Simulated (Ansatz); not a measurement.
# Cu3Ge, relaxed

Aim: in Cu3Ge, a borrowed structure type, volume estimated, relax the atoms in a fixed cell, then read levels, charges and fields where it ends.

All numbers below are computed with Ansatz 0.2.0 (DFT, r2SCAN, no spin polarisation, plane waves, PAW).

### Step 1. Geometry

Symmetry: Pmmn, No. 59, orthorhombic system. The conventional cell has a = 4.107 Å, b = 5.220 Å, c = 4.507 Å, α = 90.00°, β = 90.00°, γ = 90.00°. Cu (site symmetry mm2) is surrounded by 8 Cu at 2.55 to 2.60 Å and 4 Ge at 2.55 to 2.61 Å. Ge (site symmetry mm2) is surrounded by 12 Cu at 2.55 to 2.61 Å. Around Cu (site symmetry m) lie 8 Cu at 2.55 to 2.61 Å and 4 Ge at 2.55 to 2.60 Å.

In its conventional cell, by symmetry (the run takes the cell typed in the input):

```cif
data_structure
_symmetry_space_group_name_H-M 'Pmmn:1'
_symmetry_Int_Tables_number 59
_cell_length_a 4.1074
_cell_length_b 5.2198
_cell_length_c 4.5067
_cell_angle_alpha 90.000
_cell_angle_beta 90.000
_cell_angle_gamma 90.000
_cell_volume 96.62
loop_
_atom_site_label
_atom_site_type_symbol
_atom_site_symmetry_multiplicity
_atom_site_Wyckoff_symbol
_atom_site_fract_x
_atom_site_fract_y
_atom_site_fract_z
_atom_site_occupancy
Cu1 Cu 2 b 0.50000 0.00000 0.33300 1
Ge1 Ge 2 a 0.00000 0.00000 0.66700 1
Cu2 Cu 4 e 0.00000 0.25000 0.16700 1
```

The first density is read from a saved solution for the starting cell.

### Step 2. Relaxing

input.yaml

```yaml
crystal:
  lattice:
    - [5.219833, 0.0, 0.0]
    - [0.0, 4.10741, 0.0]
    - [0.0, 0.0, 4.506741]
  atoms:
    - { symbol: Cu, position: [0.0, 0.5, 0.667] }
    - { symbol: Cu, position: [0.5, 0.0, 0.333] }
    - { symbol: Ge, position: [0.0, 0.0, 0.333] }
    - { symbol: Ge, position: [0.5, 0.5, 0.667] }
    - { symbol: Cu, position: [0.25, 0.0, 0.833] }
    - { symbol: Cu, position: [0.75, 0.0, 0.833] }
    - { symbol: Cu, position: [0.75, 0.5, 0.167] }
    - { symbol: Cu, position: [0.25, 0.5, 0.167] }
  symmetry: { tolerance: 0.0003 }
kpoints:
  mp_grid: { grid: [4, 6, 4], shift: [0, 0, 0] }
magnetization:
  spin_polarized: false
scf:
  occupations: { method: cold, width: 0.0492 }
  lower_state_search: "off"
hamiltonian:
  pseudopotentials: { kind: paw }
  xc: r2scan
basis:
  ecutwfc: 500
  fft_grid_basis: typed
relax:
  max_steps: 60
output:
  forces: true
  stress: true
  eigenvalues: true
  bader: true
  populations: true
  elf: true
  write_potential: true
  volumetric_format: npy
  dos:
    e_range: [-12, 8]
    de: 0.05
    projected: { site_lists: { Cu: [Cu], Ge: [Ge] } }
checkpoint:
  read: saved_state
```

Launch:

```
$ ansatz run input.yaml --threads 2 --pin off --max-ram 2560MiB --backend cpu --events-out ev --progress --plain --runs-dir out
```

The log of the run, shortened:

```text
Warning: output.stress: scf.convergence.dr2_threshold = 1e-7 eV (the SCF's general default) is looser than the 8e-10 eV advised for a printed stress (1e-10 eV for each atom of the cell: 8). What an SCF threshold leaves in a stress goes as its square root, and in the free energy as the [...]
Warning: RAYON_NUM_THREADS=2 ignored (pool sized by the plan → 2); use --threads N
[...]
Pseudopotentials: kind: paw
Pseudopotential: Cu, paw, valence charge 19, recommended cutoff 500 eV (meta_gga), Cu.paw.azcp
Pseudopotential: Ge, paw, valence charge 14, recommended cutoff 500 eV (meta_gga), Ge.paw.azcp
Functional definition: r2SCAN
[...]
Crystal: 8 atoms, lattice volume = 96.625 Å³
Basis set: ecut = 500 eV, 2457 PW (Γ), exchange–correlation on 160×120×144 points (64 copies of the dense FFT grid, shifted against one another)
Bands: 86, of which v1, the nominal top of the filled ones, is band 71 counted from 1 (70 counted from 0)
Symmetry: 8 space group operations
Space group: Pmmn (ITA 59), of the structure as read, at distance tolerance 1.4e-3 Å
k-points: 36 of 96
[...]
SCF iter   1: F=—  HF=-48393.065628 eV  |F-HF|=—  |Δ(HF+E_count)|=         —  Δρ=1.73e-3  dr2=1.04e-3  dr2_τ=3.05e-4  ethr=7.49e-7  ⟨swp⟩=2.3  Hψ=15365  notcnv=0
[...]
relax step   1: F+E_penalty+E_count = -48393.06705934 eV  Δ(F+E_penalty+E_count) = +0.000e0 eV  max|allowed force component| = 1.831e-1 eV/Å  Δτ_max = 0.0000 Å  (9 SCF iters, accepted)
[...]
relax step   2: F+E_penalty+E_count = -48393.07284184 eV  Δ(F+E_penalty+E_count) = -5.782e-3 eV  max|allowed force component| = 1.150e-1 eV/Å  Δτ_max = 0.0068 Å  (6 SCF iters, dr2 threshold 2.09e-6 eV, accepted)
[...]
relax step   3: F+E_penalty+E_count = -48393.07721128 eV  Δ(F+E_penalty+E_count) = -4.369e-3 eV  max|allowed force component| = 1.305e-2 eV/Å  Δτ_max = 0.0127 Å  (8 SCF iters, dr2 threshold 8.26e-7 eV, accepted)
[...]
SCF iter   2: F=—  HF=-48393.077253 eV  |F-HF|=—  |Δ(HF+E_count)|=   2.46e-3  S|Δr|=    0.00e0  Δρ=2.30e-4  dr2=3.68e-5  dr2_τ=2.79e-6  ethr=6.20e-8  ⟨swp⟩=2.0  Hψ=6122  notcnv=0  defer=306
```

### Step 3. The output, continued

Output, continued, shortened:

```text
SCF iter   3: F=—  HF=-48393.077249 eV  |F-HF|=—  |Δ(HF+E_count)|=   3.86e-6  S|Δr|=    0.00e0  Δρ=1.56e-4  dr2=1.76e-5  dr2_τ=9.50e-8  ethr=2.59e-8  ⟨swp⟩=2.4  Hψ=4282  notcnv=0  defer=306
[...]
relax step   4: F+E_penalty+E_count = -48393.07724958 eV  Δ(F+E_penalty+E_count) = -3.829e-5 eV  max|allowed force component| = 7.984e-3 eV/Å  Δτ_max = 0.0047 Å  (7 SCF iters, accepted)
[...]
SCF iter   2: F=-48393.077250 eV  HF=-48393.077250 eV  |F-HF|=2.97e-9  |Δ(HF+E_count)|=   6.54e-9  S|Δr|=    0.00e0  Δρ=3.29e-6  dr2=8.27e-9  dr2_τ=1.86e-10  ethr=1.01e-11  ⟨swp⟩=6.0  Hψ=14843  notcnv=0
[...]
SCF converged after 2 iterations
Stability not checked: this state was not tested for a lower state beside it, because cold or Methfessel-Paxton smearing, or corrected tetrahedra, fill the levels in a way that the test cannot read (fill_not_monotonic; see scf.lower_state_search)
[...]
    - { symbol: Cu, position: [0.25138287684811195, 0.0, 0.8371969264528035] }
    - { symbol: Cu, position: [0.7486171231518881, 0.0, 0.8371969264528035] }
    - { symbol: Cu, position: [0.7513828768481118, 0.5, 0.16280307354719634] }
    - { symbol: Cu, position: [0.24861712315188805, 0.5, 0.16280307354719634] }
--- Löwdin populations: 8 sites ---
  site symbol       q [e]
     0     Cu     18.5124
     1     Cu     18.5124
     2     Ge     15.0623
     3     Ge     15.0623
     4     Cu     18.4870
     5     Cu     18.4870
     6     Cu     18.4870
     7     Cu     18.4870
  spilling = 0.006356 (of n_electrons = 142.000000)
--- Bader charges: 8 sites ---
  site symbol  charge [e]  shift [e]
     0     Cu      0.0363     0.0016
     1     Cu      0.0364     0.0016
     2     Ge     -0.0983     0.0048
     3     Ge     -0.0983     0.0048
     4     Cu      0.0310     0.0016
     5     Cu      0.0310     0.0016
     6     Cu      0.0310     0.0016
     7     Cu      0.0310     0.0016
  estimated error of the sums over rays = 5.3e-4 e
```

It took 4.5 min on 2 threads of Arm Neoverse N1, shared host; peak memory 0.88 GiB.

The steps of the relaxation:

```csv
step,energy from step 1 (eV/cell),largest force component (eV/Å)
1,0.0000,0.1831
2,-0.0058,0.1150
3,-0.0102,0.0131
4,-0.0102,0.0080
```

Step 1 is the start.

The largest move, 0.02 Å, is shared by several atoms, Ge4 among them.

### Step 4. Density of states

States per cell by energy window, from dos.tsv and pdos.tsv (tetrahedra; eV from the Fermi level):

```csv
from,to,total,Cu s,Cu d,Ge p
-8.0,-7.0,2.29,0.71,0.46,0.97
-7.0,-6.0,2.10,0.43,0.75,0.76
-6.0,-5.0,6.02,0.64,3.80,1.46
-5.0,-4.0,14.36,0.40,12.97,0.81
-4.0,-3.0,19.90,0.14,19.07,0.49
-3.0,-2.0,18.53,0.23,17.64,0.41
-2.0,-1.0,3.92,0.30,2.39,0.85
-1.0,0.0,2.89,0.32,1.11,1.03
0.0,1.0,1.70,0.21,0.44,0.76
1.0,2.0,1.22,0.36,0.19,0.34
2.0,3.0,2.48,0.91,0.25,0.54
3.0,4.0,2.37,0.92,0.16,0.46
4.0,5.0,3.26,1.20,0.15,0.65
```

### Step 5. Atomic charges

By element, from the tables in the log (a charge is positive for electrons lost): Löwdin charges also hold the electrons that the projection spills.

```csv
element,atoms,Bader charge (e),Bader volume (Å³),Löwdin charge (e)
Cu,6,+0.03 to +0.04,11.2 to 11.3,+0.49 to +0.51
Ge,2,-0.10,14.5,-1.06
```

Löwdin charges rest on a small set of atomic orbitals that misses 0.6 % of the electrons, so they need not add up to the cell's charge and can differ from Bader's even in sign.

### Step 6. Real-space fields

Maps in the plane spanned by a and c at height 0.500 along b (axes of the input's cell), one cell: a runs left to right (16 points from zero), c bottom to top (14 points), 90° apart. Inside the augmentation spheres the fields are the smooth ones.

Valence density. Ten steps from '0' (0.20 e/Å³) to '9' (64.90 e/Å³), finer at the low end (step k begins (100^(k/10) - 1)/99 of the way up):
```
0000000000000000
1000000010000000
4310001242100013
9720002686200027
9730002696200037
6520001353100025
2100000111000001
0000000000000000
0000100000001000
0013431000134310
0037962000269730
0037973000379730
0025652000256520
0001210000012100
```

ELF. Values, 14 rows by 16 columns:
```
0.21 0.22 0.22 0.18 0.17 0.21 0.33 0.40 0.40 0.40 0.33 0.21 0.17 0.18 0.22 0.22
0.18 0.17 0.17 0.26 0.35 0.45 0.42 0.36 0.34 0.36 0.42 0.45 0.35 0.26 0.17 0.17
0.31 0.24 0.17 0.19 0.41 0.46 0.36 0.21 0.12 0.21 0.36 0.46 0.41 0.19 0.17 0.24
0.83 0.53 0.21 0.16 0.39 0.41 0.28 0.03 0.00 0.03 0.28 0.41 0.39 0.16 0.21 0.53
0.92 0.64 0.22 0.16 0.36 0.39 0.26 0.03 0.09 0.03 0.26 0.39 0.36 0.16 0.22 0.64
0.48 0.32 0.19 0.17 0.33 0.40 0.34 0.16 0.06 0.16 0.34 0.40 0.33 0.17 0.19 0.32
0.19 0.18 0.16 0.20 0.29 0.40 0.39 0.37 0.34 0.37 0.39 0.40 0.29 0.20 0.16 0.18
0.16 0.17 0.21 0.20 0.20 0.26 0.39 0.46 0.46 0.46 0.39 0.26 0.20 0.20 0.21 0.17
0.28 0.25 0.17 0.16 0.17 0.16 0.18 0.34 0.43 0.34 0.18 0.16 0.17 0.16 0.17 0.25
0.27 0.17 0.17 0.23 0.30 0.23 0.16 0.18 0.30 0.18 0.16 0.23 0.30 0.23 0.17 0.17
0.23 0.15 0.21 0.53 0.81 0.51 0.21 0.15 0.24 0.15 0.21 0.51 0.81 0.53 0.21 0.15
0.21 0.16 0.23 0.65 0.92 0.63 0.23 0.16 0.22 0.16 0.23 0.63 0.92 0.65 0.23 0.16
0.23 0.17 0.20 0.33 0.50 0.32 0.19 0.17 0.24 0.17 0.19 0.32 0.50 0.33 0.20 0.17
0.26 0.21 0.16 0.18 0.19 0.18 0.17 0.25 0.32 0.25 0.17 0.18 0.19 0.18 0.16 0.21
```

Atoms within 0.2 Å of the plane, in fractions of a and c: Cu at (1.00, 0.66), Ge at (0.50, 0.67), Cu at (0.75, 0.16), Cu at (0.25, 0.16).

Scans along the contacts give these minima of the density:

```csv
contact,length (Å),minimum at (fraction),density (e/Å³),ELF
Cu5–Cu8,2.524,0.50,0.281,0.22
```

### Step 7. What came out

| quantity | value |
| --- | --- |
| moves | 3 |
| energy gained | 1.3 meV/atom |
| largest move | 0.02 Å (Ge) |
| space group (0.01 Å), before / after | Pmmn / Pmmn |
| pressure left in the fixed cell | 4.0 GPa |
| character | metal |
| density of states, mean within 0.25 eV of the Fermi level | 2.3 per eV per cell |
| Bader charges | Cu +0.03 to +0.04, Ge -0.10 e |

**Reading.** In the fixed cell the largest move of an atom is 0.02 Å; the energy fell by 1.3 meV per atom. The fixed cell still holds a mean pressure of 4.0 GPa, so it would expand if let free. The run held to 8 symmetry operations, so a lower structure without them is not ruled out. Bands cross the Fermi level: a metal; within 0.25 eV of the Fermi level the density of states averages 2.3 per eV per cell, mostly Ge p (43 %) and Cu d (30 %). Cu loses most charge (+0.03 e on average) and Ge gains most (-0.10 e).

Caveats: the k mesh is coarse for a cell without a gap; the SCF threshold is loose for a stress.
